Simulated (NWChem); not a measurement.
**GeH2OF2 (SMILES [OH][GeH]([F])[F]) at 6 levels**

Wanted: a comparison of 6 runs (HF/3-21G, B3LYP/6-31G*, PBE/def2-SVP, MP2/STO-3G, MP2/6-31G) of GeH2OF2. 

The calculation is run with NWChem 7.3.0.

1 further run of the same task is left out (set aside as unsound or not needed).

## 1. Starting point

GeH2OF2: 6 atoms, total charge 0, spin state singlet. SMILES: `[OH][GeH]([F])[F]`. Geometry: relaxed at PBE0-D4/def2-TZVP. This is one conformer, not always the lowest.

Bond lengths: O1–Ge2 1.742 Å, Ge2–F3 1.720 Å, Ge2–F4 1.720 Å, O1–H5 0.961 Å, Ge2–H6 1.516 Å. Angles: O1–Ge2–F3 109.3°, O1–Ge2–F4 109.3°, F3–Ge2–F4 103.5°, O1–Ge2–H6 111.4°, F3–Ge2–H6 111.5°, F4–Ge2–H6 111.5°, Ge2–O1–H5 114.0°.

## 2. Energy and gradient at HF/3-21G (run 1)

File calc.nw:

```
start calc
title "F2GeH2O gradient"
memory 2200 mb

geometry units atomic noautosym nocenter noautoz
O      0.16327234     1.98232270    -1.71946180
Ge     0.14343021    -0.19331898     0.74984333
F      1.97060640    -2.75729939    -0.05952637
F     -2.83893556    -1.45149864     1.05144362
H     -0.39249612     1.30013157    -3.30891044
H      1.03330224     0.99853128     3.19911736
end

basis spherical bse
* library 3-21G
end

scf
thresh 1e-08
maxiter 80
end

task scf gradient
```

Run with:

```bash
$ nwchem calc.nw > calc.out
```

The program printed:

```text
[...]
  functions       =    53
[...]
  wavefunction    = RHF
[...]
         Total SCF energy =  -2338.899837215741
      One-electron energy =  -3920.575906797255
      Two-electron energy =   1252.515952909614
 Nuclear repulsion energy =    329.160116671900
        Time for solution =      2.4s
[...]
                         RHF ENERGY GRADIENTS
    atom               coordinates                        gradient
                 x          y          z           x          y          z
   1 O       0.163272   1.982323  -1.719462    0.003160   0.027741  -0.018988
   2 Ge      0.143430  -0.193319   0.749843    0.004208   0.013232   0.002634
   3 F       1.970606  -2.757299  -0.059526    0.018158  -0.023522  -0.005487
   4 F      -2.838936  -1.451499   1.051444   -0.027683  -0.011108   0.005090
   5 H      -0.392496   1.300132  -3.308910    0.000246  -0.008935   0.011563
   6 H       1.033302   0.998531   3.199117    0.001912   0.002592   0.005187
[...]
```

It took 3.9 s on 1 thread of Intel Xeon Platinum 8488C (Sapphire Rapids), shared host; peak memory 0.098 GiB.

## 3. Energy and gradient at B3LYP/6-31G(d) (spherical functions) (run 2)

File input.xyz:

```xyz
6

O      0.086400     1.049000    -0.909900
Ge     0.075900    -0.102300     0.396800
F      1.042800    -1.459100    -0.031500
F     -1.502300    -0.768100     0.556400
H     -0.207700     0.688000    -1.751000
H      0.546800     0.528400     1.692900
```

File run.py:

```python
from ase.io import read
from ase.calculators.nwchem import NWChem

mol = read('input.xyz')

calc = NWChem(
    label='input',
    theory='dft',
    memory='2200 mb',
    basis='6-31G*',
    basispar='spherical bse',
    dft={'xc': 'b3lyp', 'mult': '1', 'grid': 'xfine', 'convergence': 'energy 1e-08', 'iterations': '100', 'mulliken': None},
)
mol.calc = calc

forces = mol.get_forces()
e = mol.get_potential_energy()
print(f"E = {e:.6f} eV")
print("forces (eV/A):")
for s, f in zip(mol.symbols, forces):
    print(f"{s:2s} {f[0]:10.5f} {f[1]:10.5f} {f[2]:10.5f}")
print("dipole (e A):", mol.get_dipole_moment().round(4))
```

Run with:

```bash
$ export ASE_NWCHEM_COMMAND="nwchem PREFIX.nwi > PREFIX.nwo"
$ python run.py
```

The program printed:

```text
E = -64026.966064 eV
forces (eV/A):
O     0.18815    0.73019   -0.04721
Ge    0.02329   -0.11801    0.24631
F     0.26755   -0.35929   -0.09621
F    -0.41791   -0.17185    0.06263
H    -0.14851   -0.23361   -0.36525
H     0.08742    0.15252    0.19972
dipole (e A): [ 0.0485  0.2049 -0.0286]
```

The calculator wrote input.nwi:

```
title "input"

permanent_dir input

scratch_dir input

start input

geometry units angstrom nocenter noautosym noautoz
  O  8.6400000000000005e-02 1.0489999999999999e+00 -9.0990000000000004e-01
  Ge 7.5899999999999995e-02 -1.0230000000000000e-01 3.9679999999999999e-01
  F  1.0427999999999999e+00 -1.4591000000000001e+00 -3.1500000000000000e-02
  F  -1.5023000000000000e+00 -7.6810000000000000e-01 5.5640000000000001e-01
  H  -2.0770000000000000e-01 6.8799999999999994e-01 -1.7509999999999999e+00
  H  5.4679999999999995e-01 5.2839999999999998e-01 1.6929000000000001e+00
end

memory 2200 mb

basis spherical bse noprint
   * library 6-31G*
end

dft
  xc b3lyp
  mult 1
  grid xfine
  convergence energy 1e-08
  iterations 100
  mulliken
end

task dft gradient
```

input.nwo:

```text
Northwest Computational Chemistry Package (NWChem) 7.3.0
             --------------------------------------------------------

           Job information
           ---------------

    nwchem branch   = 7.3.0
    use scalapack   = T
    input           = input.nwi
    prefix          = input.
    data base       = input/input.db
    status          = startup
    nproc           =        1

           Memory information
           ------------------

    heap     =     72089598 doubles =      550.0 Mbytes
    stack    =     72089595 doubles =      550.0 Mbytes
    global   =    144179200 doubles =     1100.0 Mbytes (distinct from heap & stack)
    total    =    288358393 doubles =     2200.0 Mbytes
    verify   = yes
    hardfail = no

[... 104 lines left out ...]
  convergence criterion.
[... 41 lines left out ...]
          Spatial weights used:  Erf1
[... 84 lines left out ...]
         Total DFT energy =    -2352.947622978594
[... 3 lines left out ...]
 Nuclear repulsion energy =      329.160140451561
[... 617 lines left out ...]
          Convergence on gradient requested:  5.00D-04
[... 28 lines left out ...]
          total energy or number of iterations.
[... 37 lines left out ...]
                 ----------------------------------------
                 |  Time  |  1-e(secs)   |  2-e(secs)   |
                 ----------------------------------------
                 |  CPU   |       0.01   |       5.69   |
                 ----------------------------------------
                 |  WALL  |       0.01   |       5.69   |
                 ----------------------------------------

 Task  times  cpu:       30.6s     wall:       30.6s
 Total times  cpu:       30.7s     wall:       30.7s
```

Run time: 32 s. Hardware: 1 thread of Intel Xeon Platinum 8488C (Sapphire Rapids), shared host; peak memory 0.13 GiB.

## 4. Energy and gradient at B3LYP/6-31G(d) (Cartesian functions) (run 3)

File input.nw:

```
echo
start input
title "F2GeH2O"
memory stack 880 mb heap 220 mb global 1100 mb
charge 0

geometry noautosym nocenter noautoz
 O      0.086400     1.049000    -0.909900
 Ge     0.075900    -0.102300     0.396800
 F      1.042800    -1.459100    -0.031500
 F     -1.502300    -0.768100     0.556400
 H     -0.207700     0.688000    -1.751000
 H      0.546800     0.528400     1.692900
end

basis "ao basis" cartesian
 * library 6-31G*
end

dft
 xc b3lyp
 grid xfine
 convergence energy 1e-08
 maxiter 100
 mulliken
end

task dft gradient
```

Run with:

```bash
$ nwchem input.nw > input.out
```

The program printed:

```text
[...]
          Wavefunction type:  closed shell.
          No. of atoms     :     6
          No. of electrons :    60
[...]
          Charge           :     0
          Spin multiplicity:     1
[...]
          AO basis - number of functions:    84
[...]
              XC Information
              --------------
                         B3LYP Method XC Potential
                     Hartree-Fock (Exact) Exchange  0.200
                        Slater Exchange Functional  0.800 local
                    Becke 1988 Exchange Functional  0.720 non-local
              Lee-Yang-Parr Correlation Functional  0.810
                  VWN I RPA Correlation Functional  0.190 local
[...]
 d= 0,ls=0.0,diis     1  -2352.8313554040 -2.68D+03  2.25D-02  1.90D+00     3.0
[...]
 d= 0,ls=0.0,diis    10  -2352.9590453015 -6.16D-09  3.66D-07  3.40D-09    24.2
         Total DFT energy =    -2352.959045301484
      One electron energy =    -3933.377281499503
           Coulomb energy =     1360.711327831000
    Exchange-Corr. energy =     -109.453232084543
 Nuclear repulsion energy =      329.160140451562
[...]
      Total Density - Mulliken Population Analysis
     ---------------------------------------------
    Atom       Charge   Shell Charges
 -----------   ------   -------------------------------------------------------
    1 O    8     8.67   1.99  0.91  2.92  0.92  1.89  0.04
    2 Ge  32    31.05   2.00  1.99  6.00  1.93  5.99  1.20  1.55  0.05  0.18  6.95  2.96  0.25
    3 F    9     9.38   1.99  0.95  3.30  0.96  2.12  0.06
    4 F    9     9.38   1.99  0.95  3.30  0.96  2.12  0.06
    5 H    1     0.57   0.47  0.10
    6 H    1     0.95   0.48  0.46
[...]
  wavefunction    = closed shell
                         DFT ENERGY GRADIENTS
    atom               coordinates                        gradient
                 x          y          z           x          y          z
   1 O       0.163272   1.982323  -1.719462   -0.003617  -0.013080  -0.000220
   2 Ge      0.143430  -0.193319   0.749843   -0.000016   0.003208  -0.003966
   3 F       1.970606  -2.757299  -0.059526   -0.004310   0.005440   0.001249
   4 F      -2.838935  -1.451499   1.051444    0.006436   0.002497  -0.001243
   5 H      -0.392496   1.300131  -3.308910    0.002833   0.004362   0.007078
   6 H       1.033302   0.998531   3.199117   -0.001326  -0.002427  -0.002899
[...]
```

Wall time 33 s (1 thread of Intel Xeon Platinum 8488C (Sapphire Rapids), shared host); peak memory 0.14 GiB.

Runs 4 to 5 aren't shown in full; the table further down has their settings and results.

## 5. Energy and forces at MP2/6-31G (run 6)

File f2geh2o.xyz:

```xyz
6

O      0.086400     1.049000    -0.909900
Ge     0.075900    -0.102300     0.396800
F      1.042800    -1.459100    -0.031500
F     -1.502300    -0.768100     0.556400
H     -0.207700     0.688000    -1.751000
H      0.546800     0.528400     1.692900
```

File run.py:

```python
from ase.io import read
from ase.calculators.nwchem import NWChem

mol = read('f2geh2o.xyz')

calc = NWChem(
    label='f2geh2o',
    theory='mp2',
    memory='2200 mb',
    basis='6-31G',
    basispar='spherical bse',
    scf={'nopen': '0', 'rhf': None, 'thresh': '1e-08', 'maxiter': '80'},
    mp2={'freeze': 'core 12', 'tight': None},
)
mol.calc = calc

forces = mol.get_forces()
print(f"energy = {mol.get_potential_energy():.6f} eV")
print("forces (eV/A):")
for s, f in zip(mol.symbols, forces):
    print(f"{s:2s} {f[0]:10.5f} {f[1]:10.5f} {f[2]:10.5f}")
```

Run with:

```bash
$ export ASE_NWCHEM_COMMAND="nwchem PREFIX.nwi > PREFIX.nwo"
$ python run.py
```

The program printed:

```text
energy = -63961.366102 eV
forces (eV/A):
O     0.07430    0.34761   -0.08644
Ge    0.60066    0.94951    1.48538
F     0.77318   -1.08033   -0.36340
F    -1.26632   -0.52492    0.10814
H    -0.19144    0.26266   -1.13298
H     0.00962    0.04541   -0.01075
```

The calculator wrote f2geh2o.nwi:

```
title "f2geh2o"

permanent_dir f2geh2o

scratch_dir f2geh2o

start f2geh2o

geometry units angstrom nocenter noautosym noautoz
  O  8.6400000000000005e-02 1.0489999999999999e+00 -9.0990000000000004e-01
  Ge 7.5899999999999995e-02 -1.0230000000000000e-01 3.9679999999999999e-01
  F  1.0427999999999999e+00 -1.4591000000000001e+00 -3.1500000000000000e-02
  F  -1.5023000000000000e+00 -7.6810000000000000e-01 5.5640000000000001e-01
  H  -2.0770000000000000e-01 6.8799999999999994e-01 -1.7509999999999999e+00
  H  5.4679999999999995e-01 5.2839999999999998e-01 1.6929000000000001e+00
end

memory 2200 mb

basis spherical bse noprint
   * library 6-31G
end

scf
  nopen 0
  rhf
  thresh 1e-08
  maxiter 80
end
mp2
  freeze core 12
  tight
end

task mp2 gradient
```

f2geh2o.nwo:

```text
Northwest Computational Chemistry Package (NWChem) 7.3.0
             --------------------------------------------------------

           Job information
           ---------------

    nwchem branch   = 7.3.0
    use scalapack   = T
    input           = f2geh2o.nwi
    prefix          = f2geh2o.
    data base       = f2geh2o/f2geh2o.db
    status          = startup
    nproc           =        1

           Memory information
           ------------------

    heap     =     72089598 doubles =      550.0 Mbytes
    stack    =     72089595 doubles =      550.0 Mbytes
    global   =    144179200 doubles =     1100.0 Mbytes (distinct from heap & stack)
    total    =    288358393 doubles =     2200.0 Mbytes
    verify   = yes
    hardfail = no

[... 123 lines left out ...]
 1-e energy   =   -3934.284891
[... 9 lines left out ...]
 Convergence threshold     :          1.000E-08
[... 16 lines left out ...]
         Total SCF energy =  -2349.952830627758
[... 2 lines left out ...]
 Nuclear repulsion energy =    329.160140451561
[... 326 lines left out ...]
 CPHF converged to   5.3D-07 in   10 iters
[... 73 lines left out ...]
  MP2 natural orbitals output to f2geh2o/f2geh2o.mp2nos
[... 12 lines left out ...]
                 ----------------------------------------
                 |  Time  |  1-e(secs)   |  2-e(secs)   |
                 ----------------------------------------
                 |  CPU   |       0.00   |       3.63   |
                 ----------------------------------------
                 |  WALL  |       0.00   |       3.63   |
                 ----------------------------------------
 -----------------------
 Task  times  cpu:       27.1s     wall:       27.1s
 Total times  cpu:       27.2s     wall:       27.2s
```

Wall time 28 s (1 thread of Intel Xeon Platinum 8488C (Sapphire Rapids), shared host); peak memory 0.15 GiB.

## 6. All runs side by side

| run | level | iteration cap | module | energy (Eh) | dipole moment (D) | HOMO energy (eV) | LUMO energy (eV) | wall time |
| --- | --- | --- | --- | --- | --- | --- | --- | --- |
| 1 | HF/3-21G | 80 | scf | -2338.899837 | 1.03 | -14.26 | 4.42 | 3.9 s |
| 2 | B3LYP/6-31G* (spherical functions) | 100 | dft | -2352.947623 | 1.02 | -9.37 | -0.23 | 32 s |
| 3 | B3LYP/6-31G* (Cartesian functions) | 100 | dft | -2352.959045 | 1.01 | -9.37 | -0.24 | 33 s |
| 4 | PBE/def2-SVP | 100 | dft | -2352.147830 | 1.09 | -7.90 | -0.89 | 30 s |
| 5 | MP2/STO-3G | 80 | mp2 | -2322.966470 | 0.20 | – | – | 6 s |
| 6 | MP2/6-31G | 80 | mp2 | -2350.536869 | 1.15 | -14.97 | 3.16 | 28 s |

## 7. Results

| quantity | value |
| --- | --- |
| run 6: total energy | -2350.53687 Eh |
| run 6: dipole moment (of the density that the program reports) | 1.15 D |
| run 6: HOMO energy (Hartree–Fock orbitals) | -14.97 eV |
| run 6: LUMO energy (Hartree–Fock orbitals) | 3.16 eV |
| run 6: HOMO–LUMO gap (Hartree–Fock orbitals) | 18.14 eV |
| run 6: correlation energy (12 core orbitals frozen) | -584.0 mEh |
| run 6: largest force on an atom | 1.862 eV/Å |

In words: The dipole moment (its size) runs from 0.20 D (MP2/STO-3G) to 1.15 D (MP2/6-31G). Over runs 1, 2, 3, 4 the HOMO–LUMO gap runs from 7.02 eV (PBE/def2-SVP) to 18.69 eV (HF/3-21G). The two ends differ in method and basis. Totals of different functionals can't be ranked against each other. In run 5 the basis is minimal, so the values are rough. All runs together took 2.2 min, the longest 33 s.
